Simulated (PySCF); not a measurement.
# C3H6OSi: the cost of one run

The runs use PySCF 2.14.0, with density-fitted response routines of our own; the level of theory stands in each step. All values are computed, except where a source is named. Atoms are numbered from 0 throughout.

### Step 1. Starting geometry

11 atoms, charge 0, multiplicity 1; geometry from: GFN2-xTB. The atoms were then displaced at random by about 0.01 Å, so the start is not that level's minimum.

Bonds of the start (Å): C0–C1 1.30, C1–Si2 1.87, Si2–C3 1.97, C3–O4 1.19, C0–H5 1.08, C0–H6 1.10, C1–H7 1.07, Si2–H8 1.45, Si2–H9 1.46, C3–H10 1.10.

### Step 2. Optimising the geometry at PBE0-D3(BJ)/def2-SVP

What the job is given:

```
{"job": {"xc": "PBE0", "basis": "def2-SVP", "d3": "d3bj", "grid": 1, "shake": 0.01, "kind": "geom"}, "charge": 0, "multiplicity": 1}
C     -1.759720     0.747990    -0.708000
C     -1.073480     0.054750     0.144750
Si     0.542290    -0.800300    -0.255450
C      1.910650     0.034310     0.881990
O      2.429610    -0.525990     1.790450
H     -1.468810     0.917830    -1.735830
H     -2.700950     1.246510    -0.439660
H     -1.430180    -0.038540     1.153710
H      0.971540    -0.531870    -1.610100
H      0.503980    -2.225760     0.080130
H      2.113190     1.095260     0.682340
```

On the command line:

```sh
$ OMP_NUM_THREADS=1 python probes_run.py task.json out
```

One launch serves the whole session: the jobs run in the order shown.

Q: Estimate the wall time and peak memory of this first job on 1 thread of Arm Neoverse V2, shared host.

About 20 s, with a peak of 0.43 GiB.
